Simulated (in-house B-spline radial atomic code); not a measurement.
**Pt⁴⁷⁺: Hartree-Fock with and without relativity**

How do the shells of Pt⁴⁷⁺ move when the Schrödinger Hamiltonian gives way to Dirac's?

The numbers are computed with in-house B-spline radial atomic code version 1 (Hartree-Fock averaged over the configuration, non-relativistic (point nucleus) and Dirac-Coulomb (finite nucleus); spherical all-electron atom at the radial basis limit), except any that are marked as measured or tabulated.

### Step 1. Starting point

```
element       : platinum (Z = 78)
charge        : +47
electrons     : 31
configuration : [Ar] 3d10 4s2 4p1
nucleus       : point (non-relativistic run); Fermi, rms radius 5.427 fm (Dirac runs)
```

Outer shells as boxes (Hund's rule):

[Ar] 3d10 4s2 4p1
```
[Ar] core
3d [↑↓][↑↓][↑↓][↑↓][↑↓]
4s [↑↓]
4p [↑ ][  ][  ]
```

The boxes draw the filling by Hund's rule, which heavy ions in jj coupling don't follow; these runs average over all states of the configuration.

### Step 2. Non-relativistic run

Settings, as recorded:

```ini
Z = 78
electrons = 31.0
configuration = [Ar] 3d10 4s2 4p1
hamiltonian = nr
method = hf
spin_polarised = False
```

### Step 3. Dirac-Coulomb run

Settings, as recorded:

```ini
Z = 78
electrons = 31.0
configuration = [Ar] 3d10 4s2 4p1
hamiltonian = dirac
method = hf
spin_polarised = False
nucleus = fermi
rms_radius = 5.427
mass_number = 195
atomic_mass = 194.964794325
speed_of_light = 137.035999084
```

### Step 4. Dirac-Coulomb run in the lowest jj configuration, 1s2 2s2 2p6 3s2 3p6 3d10 4s2 4p-1

In configurations, a minus sign after the shell means j = l − 1/2 and a plus sign j = l + 1/2; the count of electrons follows.

The settings differ from step 3 so:

```diff
@@ -2,3 +2,3 @@
 electrons = 31.0
-configuration = [Ar] 3d10 4s2 4p1
+configuration = 1s2 2s2 2p6 3s2 3p6 3d10 4s2 4p-1
 hamiltonian = dirac
```

Q: How much does each shell's level and mean radius change with the Dirac Hamiltonian, and the total energy?

As calculated:

Levels and radii; the Dirac values are averaged over j with the occupations as weights.

| shell | ε non-rel. (eV) | ε Dirac (eV) | <r> non-rel. (bohr) | <r> Dirac (bohr) | change of <r> (%) |
| --- | --- | --- | --- | --- | --- |
| 1s | -74154.9 | -81363.9 | 0.01941 | 0.01715 | -11.65 |
| 2s | -14465.4 | -16420.0 | 0.08159 | 0.07152 | -12.34 |
| 2p | -13983.1 | -14658.3 | 0.06904 | 0.06459 | -6.45 |
| 3s | -5130.87 | -5652.26 | 0.2016 | 0.1828 | -9.29 |
| 3p | -4907.33 | -5117.54 | 0.1921 | 0.1827 | -4.88 |
| 3d | -4508.85 | -4509.75 | 0.1676 | 0.1657 | -1.16 |
| 4s | -2523.40 | -2708.38 | 0.3939 | 0.3660 | -7.08 |
| 4p | -2437.72 | -2518.47 | 0.3890 | 0.3748 | -3.66 |

**Reading.** The total energy moves by -1091.69 hartree, or -6.9 %, between the two Hamiltonians (nuclear size included). First-order perturbation theory (mass-velocity plus Darwin) gives -907.32 hartree, which is 83 % of the full shift. Averaged over j, the 2s shell contracts most (-12.34 %). Spin-orbit coupling splits the 4p level by 131.85 eV and the 2p level by 1738.50 eV. The lowest jj configuration lies 87.908 eV below the average over the whole configuration. Breit terms add 19.4 hartree and QED terms 13.9 hartree.
